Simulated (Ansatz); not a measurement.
# CH8AsNSi: one species, many methods

An exercise on one series of results from a longer session: the logs are not shown, and one member is left open.

Program: Ansatz 0.2.0, Gaussian basis. Level of theory: functionals in def2-TZVPP, the program's frozen cores in correlated methods. These are calculated values, not measurements.

Levels to be run: LDA (SPW92), PBE-D4, revPBE-D4, BLYP-D4, r2SCAN-D4, B97M-V, PBE0-D4, B3LYP-D4, r2SCANh-D4, r2SCAN0-D4, HSE06-D4, BHLYP-D4, CAM-B3LYP-D4, LC-ωPBE, ωB97X-V, ωB97M-V, B2PLYP, PBE-QIDH; CCSD(T)/def2-SVP; CCSD(T)/def2-TZVPP; MP2/def2-QZVPP; extrapolation to the limit; RPA on PBE.

## The geometry

The geometry comes from an earlier relaxation with PBE0-D4 in a triple-zeta def2 set; it is a stationary point, not always the lowest conformer.

SMILES `C[AsH]N[SiH3]`, 12 atoms, charge 0, spin multiplicity 1.

Atoms are counted from 1 here; the program's logs count them from 0.

Bond lengths: C1–As2 1.962 Å, C1–H5 1.092 Å, C1–H6 1.090 Å, C1–H7 1.089 Å, As2–N3 1.855 Å, As2–H8 1.533 Å, N3–Si4 1.721 Å, N3–H9 1.008 Å, Si4–H10 1.488 Å, Si4–H11 1.492 Å, Si4–H12 1.486 Å. Angles: As2–C1–H5 108.8°, As2–C1–H6 108.3°, As2–C1–H7 111.5°, H5–C1–H6 109.0°, H5–C1–H7 109.6°, H6–C1–H7 109.6°, C1–As2–N3 99.0°, C1–As2–H8 94.5°, N3–As2–H8 97.0°, As2–N3–Si4 124.5°, As2–N3–H9 111.6°, Si4–N3–H9 117.9°, N3–Si4–H10 108.9°, N3–Si4–H11 113.8°, N3–Si4–H12 108.8°, H10–Si4–H11 108.2°, H10–Si4–H12 109.9°, H11–Si4–H12 107.2°.

Set-up of the first run:

File in.yaml:

```yaml
crystal:
  periodic: [false, false, false]
  atoms:
    - {symbol: C, position_ang: [-1.556415, 1.234545, -0.041662]}
    - {symbol: As, position_ang: [-1.407581, -0.691090, 0.301677]}
    - {symbol: N, position_ang: [0.348826, -0.744458, 0.897388]}
    - {symbol: Si, position_ang: [1.728381, -0.615438, -0.123952]}
    - {symbol: H, position_ang: [-2.452764, 1.417019, -0.637961]}
    - {symbol: H, position_ang: [-1.656750, 1.746905, 0.915249]}
    - {symbol: H, position_ang: [-0.683406, 1.615170, -0.569937]}
    - {symbol: H, position_ang: [-1.120532, -1.052759, -1.160128]}
    - {symbol: H, position_ang: [0.437242, -1.284147, 1.744187]}
    - {symbol: H, position_ang: [2.950079, -0.543866, 0.722202]}
    - {symbol: H, position_ang: [1.883826, -1.757219, -1.072060]}
    - {symbol: H, position_ang: [1.605997, 0.620140, -0.941104]}
basis:
  gaussian: {orbitals: def2-TZVPP}
hamiltonian: {xc: lda}
output: {orbitals: {seedname: orbitals}}
```

Among the steps run: LDA; PBE-D4 (GGA); revPBE-D4 (GGA); BLYP-D4 (GGA); r2SCAN-D4 (meta-GGA); B97M-V (meta-GGA); PBE0-D4 (hybrid); B3LYP-D4 (hybrid); r2SCANh-D4 (hybrid); r2SCAN0-D4 (hybrid); HSE06-D4 (hybrid); BHLYP-D4 (hybrid); CAM-B3LYP-D4 (range-separated); LC-ωPBE (range-separated); ωB97X-V (range-separated); ωB97M-V (range-separated); B2PLYP (double hybrid); PBE-QIDH (double hybrid).

One of the session's tables, all rows but one given; the rest of the session is left out.

It belongs to the step «Frontier levels by functional». 

```
  functional  HOMO (eV)  gap (eV)
 LDA (SPW92)      -5.92      4.77
      PBE-D4      -5.80      4.87
   revPBE-D4      -5.74      4.92
     BLYP-D4      -5.66      4.86
   r2SCAN-D4          ?         ?
      B97M-V      -6.18      5.41
     PBE0-D4      -6.98      6.91
    B3LYP-D4      -6.78      6.49
  r2SCANh-D4      -6.50      6.18
  r2SCAN0-D4      -7.15      7.27
    HSE06-D4      -6.59      6.14
    BHLYP-D4      -8.02      8.82
CAM-B3LYP-D4      -8.29      9.21
     LC-ωPBE      -9.61     11.71
     ωB97X-V      -9.27     11.20
     ωB97M-V      -9.17     10.81
```

Q: Estimate the row for r2SCAN-D4 from the others.

Worked estimate for «HOMO (eV)». Against the share of exact exchange, r2SCANh-D4 (0.1, -6.50), r2SCAN0-D4 (0.25, -7.15) give a slope of -4.33 per unit share; at 0 the line stands at -6.07.

The run gave: HOMO (eV): -6.06; gap (eV): 5.44. In «HOMO (eV)» the line misses by -0.01.
